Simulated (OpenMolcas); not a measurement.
# CH7NOSi (SMILES OCN[SiH3]) at 6 levels

We compute a comparison of 6 runs (HF/3-21G, B2PLYP/cc-pVDZ, M06-2X/cc-pVDZ, M06-L/cc-pVDZ, r2SCAN/cc-pVDZ, CCSD(T)/cc-pVDZ) of CH7NOSi. 

The calculation is run with OpenMolcas 26.06.

1 further run of the same task is left out (set aside as unsound or not needed).

## Step 1: The structure to begin with

The species is CH7NOSi (11 atoms), meant as a singlet with charge 0. SMILES: `OCN[SiH3]`. The N3–H8 distance was set to 1.513 Å, away from the relaxed value. At this shape a bond of the SMILES string is far longer than usual.

Bond lengths: O1–C2 1.405 Å, C2–N3 1.432 Å, N3–Si4 1.720 Å, O1–H5 0.962 Å, C2–H6 1.095 Å, C2–H7 1.100 Å, Si4–H9 1.487 Å, Si4–H10 1.492 Å, Si4–H11 1.485 Å. Some angles: O1–C2–N3 112.6°, C2–N3–Si4 124.6°, O1–C2–H6 104.7°, O1–C2–H7 111.2°, N3–C2–H6 112.6°, N3–C2–H7 107.8°, C2–O1–H5 107.2°, N3–Si4–H9 108.0°, N3–Si4–H10 115.2°, N3–Si4–H11 107.6°. A long bond or contact: N3–H8 1.513 Å.

## Step 2: The energy at HF/3-21G (run 1)

run.input reads:

```
* CH7NOSi Hartree-Fock

&GATEWAY
 BasLib
 $CurrDir
 Coord
 11
 angstrom
 O       -1.213850       1.911600      -0.174650
 C       -0.015650       1.300900       0.233150
 N        0.015650      -0.101200      -0.058450
 Si       0.466650      -1.322800       1.064950
 H       -1.936550       1.394200       0.194450
 H        0.771050       1.856200      -0.287550
 H        0.144950       1.423700       1.314150
 H        0.033200      -0.410500      -1.539700
 H       -0.218550      -1.037400       2.353850
 H        1.928550      -1.412400       1.351850
 H        0.031250      -2.628500       0.506450
 Basis
 3-21G
 Group
 NoSym

&SEWARD

&SCF
 Thresholds
 1e-10 1e-07 1e-07 1e-05
 PrOrbitals
 1 2
```

The basis set 3-21G is read from a file made from the Basis Set Exchange's data (not shown).

Command:

```sh
$ export MOLCAS_MEM=1860
$ pymolcas run.input > run.log
```

Output:

```text
--- Start Module: gateway ---
[...]
--- Stop Module: gateway /rc=_RC_ALL_IS_WELL_ ---
--- Start Module: seward ---
[...]
      Basis functions           54
--- Stop Module: seward /rc=_RC_ALL_IS_WELL_ ---
--- Start Module: scf ---
[...]
       Convergence after  14 Iterations
[...]
::    Total SCF energy                               -457.6002603524
[...]
      Total spin, S                                     0.0000000000
[...]
      Total electronic charge=   42.000000
      Total            charge=   -0.000000
[...]
      Dipole Moment (debye):
      Origin of the operator (angstrom)=   -0.0723    0.0901    0.4272
                   X=  4.9453E-01               Y= -1.1473E+00               Z=  3.4255E-01           Total=  1.2955E+00
      Quadrupole Moment (debye*angstrom):
[...]
--- Stop Module: scf /rc=_RC_ALL_IS_WELL_ ---
[...]
```

Run time: 1.6 s. Hardware: 1 thread of Intel Xeon 6975P-C (Granite Rapids), shared host; peak memory 0.38 GiB.

## Step 3: The energy at B2PLYP/cc-pVDZ (run 2)

calc.inp reads:

```
* CH7NOSi Kohn-Sham DFT
&gateway
baslib = $CurrDir
coord
11
angstrom
O       -1.213850       1.911600      -0.174650
C       -0.015650       1.300900       0.233150
N        0.015650      -0.101200      -0.058450
Si       0.466650      -1.322800       1.064950
H       -1.936550       1.394200       0.194450
H        0.771050       1.856200      -0.287550
H        0.144950       1.423700       1.314150
H        0.033200      -0.410500      -1.539700
H       -0.218550      -1.037400       2.353850
H        1.928550      -1.412400       1.351850
H        0.031250      -2.628500       0.506450
basis = cc-pVDZ
group = NoSym
&seward
gridinput
Grid=UltraFine
End of Grid
&scf
ksdft = B2PLYP_SCF
thresholds = 1e-10 1e-07 1e-07 1e-05
prorbitals = 1 2
&mbpt2
frozen = 8
```

The basis set cc-pVDZ is read from a file made from the Basis Set Exchange's data (not shown).

Command:

```sh
$ export MOLCAS_MEM=1860
$ pymolcas calc.inp > calc.log
```

Output:

```text
--- Start Module: gateway ---
[...]
--- Stop Module: gateway /rc=_RC_ALL_IS_WELL_ ---
[...]
      Basis functions           95
[...]
--- Start Module: scf ---
[...]
       Convergence after  14 Iterations
[...]
::    Total KS-DFT energy                            -461.1983383548
[...]
      Total spin, S                                     0.0000000000
[...]
      Total electronic charge=   42.000000
      Total            charge=   -0.000000
[...]
      Dipole Moment (debye):
      Origin of the operator (angstrom)=   -0.0723    0.0901    0.4272
                   X=  1.5067E-01               Y= -7.4191E-01               Z=  9.4888E-03           Total=  7.5711E-01
      Quadrupole Moment (debye*angstrom):
[...]
--- Stop Module: scf /rc=_RC_ALL_IS_WELL_ ---
[...]
--- Start Module: mbpt2 ---
[...]
 ###    WARNING: MP2 implementation intended for RHF references only         ###
 ###############################################################################
MBPT2 WARNING: Reference function according to RunFile:KS-DFT
I'll assume you know what you're doing and continue
WARNING!
Default frozen orbitals as non valence orbitals is overwritten by user input.
Default values:   5
[...]
       Reference weight ( Cref**2 )         =        0.75562
::    Total MBPT2 energy                             -461.9567898535
[...]
      Total MBPT2 calculations                           0.26      0.31
--- Stop Module: mbpt2 /rc=_RC_ALL_IS_WELL_ ---
[...]
```

Run time: 29 s. Hardware: 1 thread of Intel Xeon 6975P-C (Granite Rapids), shared host; peak memory 0.52 GiB.

Runs 3 to 5 aren't shown in full; the table further down has their settings and results.

## Step 4: The energy at CCSD(T)/cc-pVDZ (run 6)

mol.input reads:

```
&GATEWAY
  BasLib=$CurrDir
  Coord
  11
  angstrom
  O       -1.213850       1.911600      -0.174650
  C       -0.015650       1.300900       0.233150
  N        0.015650      -0.101200      -0.058450
  Si       0.466650      -1.322800       1.064950
  H       -1.936550       1.394200       0.194450
  H        0.771050       1.856200      -0.287550
  H        0.144950       1.423700       1.314150
  H        0.033200      -0.410500      -1.539700
  H       -0.218550      -1.037400       2.353850
  H        1.928550      -1.412400       1.351850
  H        0.031250      -2.628500       0.506450
  Basis=cc-pVDZ
  Group=NoSym

&SEWARD

&SCF
  Thresholds=1e-10 1e-07 1e-07 1e-05
  PrOrbitals=1 1

&RASSCF
  FileOrb=$Project.ScfOrb
  Spin=1
  Nactel=0 0 0
  Inactive=21
  Ras2=0
  OutOrbitals=Canonical
  OrbListing=Nothing

&MOTRA
  JobIph
  Frozen=8

&CCSDT
  CCT
  Triples=2
  Iterations=80
  Accuracy=1e-08
  Extrapolation=5 4
```

The basis set cc-pVDZ is read from a file made from the Basis Set Exchange's data (not shown).

Command:

```sh
$ export MOLCAS_MEM=1860
$ pymolcas mol.input > mol.log
```

Output:

```text
--- Start Module: gateway ---
[...]
--- Stop Module: gateway /rc=_RC_ALL_IS_WELL_ ---
[...]
      Basis functions           95
[...]
       Convergence after  14 Iterations
[...]
::    Total SCF energy                               -460.1013607978
[...]
      Total spin, S                                     0.0000000000
[...]
      Number of active orbitals                  0
[...]
      Spin quantum number                      0.0
[...]
      Active orbitals                            0
[...]
      Number of CSFs                             1
[...]
      Number of root(s) required                 1
[...]
      Convergence after  4 iterations
[...]
      Natural orbitals and occupation numbers for root  1
      ************************************************************************************************************************
      *                                                    Final results                                                     *
      ************************************************************************************************************************
[...]
::    RASSCF root number  1 Total energy:   -460.10136080
[...]
      Total electronic charge=   42.000000
      Total            charge=   -0.000000
[...]
      Dipole Moment (debye):
      Origin of the operator (angstrom)=   -0.0723    0.0901    0.4272
                   X=  2.5351E-01               Y= -8.3996E-01               Z=  4.9508E-02           Total=  8.7878E-01
      Quadrupole Moment (debye*angstrom):
[...]
--- Start Module: motra ---
[...]
      *** WARNING: Default frozen orbitals is overwritten by user input.
      *** Default values:   5
[...]
--- Stop Module: motra /rc=_RC_ALL_IS_WELL_ ---
[...]
--- Start Module: ccsdt ---
[...]
      Convergence after                    20  Iterations
      Total energy (diff) :    -460.76838059      -0.00000001
[...]
 METHOD                       : CCSD+T(CCSD)+<T3(1)WT1> = CCSD(T)
[...]
       CCSD     =      -460.7683805883069
[...]
--- Stop Module: ccsdt /rc=_RC_ALL_IS_WELL_ ---
[...]
```

It took 74 s on 1 thread of Intel Xeon 6975P-C (Granite Rapids), shared host; peak memory 0.53 GiB.

## Step 5: The series

```
run            level  frozen core orbitals  integration grid  energy (Eh)  dipole moment (D) of the reference  HOMO energy (eV)  LUMO energy (eV)  wall time
  1         HF/3-21G                     –                 –  -457.600260                                1.30            -10.21              3.27      1.6 s
  2   B2PLYP/cc-pVDZ                     8         UltraFine  -461.403120                                0.76             -8.18              0.13       29 s
  3   M06-2X/cc-pVDZ                     –         UltraFine  -461.604407                                0.75             -8.19             -0.22       41 s
  4    M06-L/cc-pVDZ                     –         UltraFine  -461.684316                                0.61             -5.68             -1.88       42 s
  5   r2SCAN/cc-pVDZ                     –         UltraFine  -461.584207                                0.52             -5.74             -2.11       42 s
  6  CCSD(T)/cc-pVDZ                     8                 –  -460.786999                                0.88            -10.42              2.51       74 s
```

## Step 6: What came out

| quantity | value |
| --- | --- |
| run 6: total energy | -460.78700 Eh |
| run 6: dipole moment (mean-field density) | 0.88 D |
| run 6: HOMO energy (Hartree–Fock orbitals) | -10.42 eV |
| run 6: LUMO energy (Hartree–Fock orbitals) | 2.51 eV |
| run 6: HOMO–LUMO gap (Hartree–Fock orbitals) | 12.94 eV |
| run 6: correlation energy (8 core orbitals frozen) | -685.6 mEh |
| run 6: (T) correction | -18.62 mEh |

Over runs 1, 2, 3, 4, 5 the dipole moment (its size) runs from 0.52 D (r2SCAN/cc-pVDZ) to 1.30 D (HF/3-21G). The two ends differ in method and basis. Over runs 1, 2, 3, 4, 5 the HOMO–LUMO gap runs from 3.63 eV (r2SCAN/cc-pVDZ) to 13.48 eV (HF/3-21G). For B2PLYP the log adds the whole second-order term; the table takes 0.27 of it, as the functional is defined. Totals of different functionals can't be ranked against each other. All runs together took 3.8 min, the longest 74 s.
